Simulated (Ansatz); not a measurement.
# C5H9NO: one species, many methods

The task here is to estimate one member of a computed series from the others.

Program: Ansatz 0.2.0, Gaussian basis. Level of theory: functionals in def2-TZVPP, the program's frozen cores in correlated methods. These are calculated values, not measurements.

Plan: LDA (SPW92), PBE-D4, revPBE-D4, BLYP-D4, r2SCAN-D4, B97M-V, PBE0-D4, B3LYP-D4, r2SCANh-D4, r2SCAN0-D4, HSE06-D4, BHLYP-D4, CAM-B3LYP-D4, LC-ωPBE, ωB97X-V, ωB97M-V, B2PLYP, PBE-QIDH; CCSD(T)/def2-SVP; MP2/def2-TZVPP; MP2/def2-QZVPP; RPA on PBE.

## Structure used throughout

An earlier PBE0-D4 in a triple-zeta def2 set relaxation fixed the geometry.

SMILES `CN/C=C/C(C)=O`, 16 atoms, charge 0, spin multiplicity 1.

Atoms are counted from 1 here; the program's logs count them from 0.

Bond lengths: C1–N2 1.439 Å, C1–H8 1.091 Å, C1–H9 1.097 Å, C1–H10 1.091 Å, N2–C3 1.350 Å, N2–H11 1.007 Å, C3–C4 1.350 Å, C3–H12 1.087 Å, C4–C5 1.451 Å, C4–H13 1.086 Å, C5–C6 1.515 Å, C5–O7 1.218 Å, C6–H14 1.093 Å, C6–H15 1.093 Å, C6–H16 1.088 Å. Angles: N2–C1–H8 110.1°, N2–C1–H9 113.0°, N2–C1–H10 109.3°, H8–C1–H9 108.5°, H8–C1–H10 107.7°, H9–C1–H10 108.2°, C1–N2–C3 123.0°, C1–N2–H11 117.1°, C3–N2–H11 116.8°, N2–C3–C4 126.3°, N2–C3–H12 113.7°, C4–C3–H12 120.0°, C3–C4–C5 124.0°, C3–C4–H13 120.7°, C5–C4–H13 115.3°, C4–C5–C6 119.3°, C4–C5–O7 120.9°, C6–C5–O7 119.8° and more.

Set-up of the first run:

The input, in.yaml:

```yaml
crystal:
  periodic: [false, false, false]
  atoms:
    - {symbol: C, position_ang: [0.852954, -2.559087, -0.650872]}
    - {symbol: N, position_ang: [0.340488, -1.309460, -1.146543]}
    - {symbol: C, position_ang: [0.039562, -0.268280, -0.341711]}
    - {symbol: C, position_ang: [-0.191963, 1.002760, -0.731964]}
    - {symbol: C, position_ang: [-0.569775, 2.072742, 0.172389]}
    - {symbol: C, position_ang: [-0.724461, 1.773577, 1.649790]}
    - {symbol: O, position_ang: [-0.761856, 3.202761, -0.240909]}
    - {symbol: H, position_ang: [0.582020, -3.370375, -1.328436]}
    - {symbol: H, position_ang: [1.943251, -2.557004, -0.529937]}
    - {symbol: H, position_ang: [0.403357, -2.773624, 0.320054]}
    - {symbol: H, position_ang: [0.503091, -1.100655, -2.117954]}
    - {symbol: H, position_ang: [-0.036230, -0.535945, 0.708801]}
    - {symbol: H, position_ang: [-0.107237, 1.286740, -1.776835]}
    - {symbol: H, position_ang: [-1.511417, 1.034706, 1.822165]}
    - {symbol: H, position_ang: [0.202250, 1.380449, 2.075963]}
    - {symbol: H, position_ang: [-0.986833, 2.697995, 2.160402]}
basis:
  gaussian: {orbitals: def2-TZVPP}
hamiltonian: {xc: lda}
output: {orbitals: {seedname: orbitals}}
```

Started as:

```
$ ansatz run in.yaml --threads 4 --pin off --events-out ev --progress --plain --max-ram 11315MiB
```

Among the steps run: LDA; PBE-D4 (GGA); revPBE-D4 (GGA); BLYP-D4 (GGA); r2SCAN-D4 (meta-GGA); B97M-V (meta-GGA); B3LYP-D4 (hybrid); r2SCANh-D4 (hybrid); r2SCAN0-D4 (hybrid); HSE06-D4 (hybrid); BHLYP-D4 (hybrid); CAM-B3LYP-D4 (range-separated); LC-ωPBE (range-separated); ωB97X-V (range-separated); ωB97M-V (range-separated); B2PLYP (double hybrid); PBE-QIDH (double hybrid).

One table of the session follows, with a row left open; its other results are not shown here.

It belongs to the step «Frontier levels by functional». 

```
  functional  HOMO (eV)  gap (eV)
 LDA (SPW92)      -5.09      3.24
      PBE-D4      -4.92      3.31
   revPBE-D4      -4.85      3.33
     BLYP-D4      -4.83      3.35
   r2SCAN-D4      -5.23      3.78
      B97M-V      -5.40      4.03
     PBE0-D4      -6.24      5.55
    B3LYP-D4      -6.06      5.14
  r2SCANh-D4      -5.78      4.67
  r2SCAN0-D4      -6.39      5.79
    HSE06-D4      -5.86      4.79
    BHLYP-D4          ?         ?
CAM-B3LYP-D4      -7.48      7.87
     LC-ωPBE      -8.72     10.22
     ωB97X-V      -8.39      9.84
     ωB97M-V      -8.32      9.68
```

Q: Estimate the row for BHLYP-D4 from the others.

Worked estimate for «HOMO (eV)». Against the share of exact exchange, BLYP-D4 (0, -4.83), B3LYP-D4 (0.2, -6.06) give a slope of -6.15 per unit share; at 0.5 the line stands at -7.90.

As computed: HOMO (eV): -7.20; gap (eV): 7.57. In «HOMO (eV)» the line misses by -0.70.
